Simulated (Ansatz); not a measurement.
# C2H8ClNO2Ti: ionisation energy by level of theory

Aim: the vertical ionisation energy of C2H8ClNO2Ti, as cation minus neutral at the neutral's geometry, on several levels, and how well −ε(HOMO) stands in for it.

Computed with Ansatz 0.2.0, Gaussian basis. Level: unrestricted cation, the program's frozen cores in correlated methods.

Levels to be run: UKS PBE-D4/def2-TZVPP; UKS r2SCAN-D4/def2-TZVPP; UKS PBE0-D4/def2-TZVPP; UKS B3LYP-D4/def2-TZVPP; UKS wB97X-V/def2-TZVPP; UKS wB97M-V/def2-TZVPP; UKS B2PLYP/def2-TZVPP; UHF-CCSD(T)/def2-TZVPP; UHF-MP2/def2-QZVPP; extrapolation to the limit; then −ε(HOMO) from the neutral's earlier runs with LDA (SPW92), PBE-D4, revPBE-D4, BLYP-D4, r2SCAN-D4, B97M-V, PBE0-D4, B3LYP-D4, r2SCANh-D4, r2SCAN0-D4, HSE06-D4, BHLYP-D4, CAM-B3LYP-D4, LC-ωPBE, ωB97X-V, ωB97M-V.

## 1. The relaxed structure

All runs share one geometry, relaxed beforehand with PBE0-D4/def2-TZVP.

SMILES `C[NH][Ti]([OH])([Cl])[O]C`, 15 atoms, charge 0, spin multiplicity 1.

Atoms are counted from 1 here; the program's logs count them from 0.

Bond lengths: C1–N2 1.442 Å, C1–H8 1.092 Å, C1–H9 1.096 Å, C1–H10 1.096 Å, N2–Ti3 1.862 Å, N2–H11 1.013 Å, Ti3–O4 1.789 Å, Ti3–Cl5 2.243 Å, Ti3–O6 1.759 Å, O4–H12 0.956 Å, O6–C7 1.390 Å, C7–H13 1.095 Å, C7–H14 1.094 Å, C7–H15 1.095 Å. Angles: N2–C1–H8 109.9°, N2–C1–H9 112.0°, N2–C1–H10 111.8°, H8–C1–H9 107.5°, H8–C1–H10 107.2°, H9–C1–H10 108.2°, C1–N2–Ti3 128.9°, C1–N2–H11 113.1°, Ti3–N2–H11 117.9°, N2–Ti3–O4 107.1°, N2–Ti3–Cl5 108.7°, N2–Ti3–O6 109.0°, O4–Ti3–Cl5 111.1°, O4–Ti3–O6 115.7°, Cl5–Ti3–O6 105.1°, Ti3–O4–H12 138.5°, Ti3–O6–C7 161.3°, O6–C7–H13 110.2° and more.

## 2. Cation, UKS PBE-D4/def2-TZVPP

Input file in.yaml:

```yaml
crystal:
  periodic: [false, false, false]
  atoms:
    - {symbol: C, position_ang: [-1.649138, 1.566339, 0.141232]}
    - {symbol: N, position_ang: [-1.298885, 0.591086, -0.861878]}
    - {symbol: Ti, position_ang: [0.276426, -0.384175, -1.044254]}
    - {symbol: O, position_ang: [-0.071275, -1.743262, -2.155140]}
    - {symbol: Cl, position_ang: [1.860841, 0.961647, -1.887231]}
    - {symbol: O, position_ang: [0.858599, -0.834423, 0.553302]}
    - {symbol: C, position_ang: [1.619070, -0.866746, 1.716043]}
    - {symbol: H, position_ang: [-0.845359, 1.649875, 0.876039]}
    - {symbol: H, position_ang: [-2.562465, 1.290181, 0.681297]}
    - {symbol: H, position_ang: [-1.796443, 2.561862, -0.293638]}
    - {symbol: H, position_ang: [-2.021772, 0.460127, -1.559338]}
    - {symbol: H, position_ang: [0.133418, -2.674211, -2.234393]}
    - {symbol: H, position_ang: [1.051380, -0.443799, 2.551254]}
    - {symbol: H, position_ang: [1.885948, -1.898983, 1.962917]}
    - {symbol: H, position_ang: [2.537756, -0.286318, 1.583088]}
basis:
  gaussian: {orbitals: def2-TZVPP}
total_charge: 1
magnetization: {spin_polarized: true, initial_magnetization: 1}
hamiltonian: {xc: pbe, dispersion: d4}
```

Further steps of the session: Cation, UKS r2SCAN-D4/def2-TZVPP; Cation, UKS PBE0-D4/def2-TZVPP; Cation, UKS B3LYP-D4/def2-TZVPP; Cation, UKS wB97X-V/def2-TZVPP; Cation, UKS wB97M-V/def2-TZVPP; Cation, UKS B2PLYP (frozen core)/def2-TZVPP; Cation, UHF-CCSD(T)/def2-TZVPP; Cation, UHF-MP2/def2-QZVPP.

Q: Predict the results of all the runs planned. Wanted: ionisation energy, CCSD(T)/CBS; nearest functional by difference; nearest −ε(HOMO); −ε(HOMO) of PBE; T1 of the cation.

As calculated:

```
                        quantity               value
  ionisation energy, CCSD(T)/CBS             9.02 eV
nearest functional by difference  ωB97X-V (-0.14 eV)
                nearest −ε(HOMO)  ωB97M-V (+0.23 eV)
                 −ε(HOMO) of PBE             5.65 eV
                T1 of the cation               0.030
```

By cation minus neutral, the functionals miss by 0.59 eV at most. −ε(HOMO) of PBE misses by 3.4 eV, since self-interaction lifts the level. Among orbital estimates ωB97M-V comes nearest. Hartree-Fock falls 1.27 eV short, as the neutral has more correlation energy than the cation. Correlated methods include outer-core shells of Ti, which these sets cover unevenly.
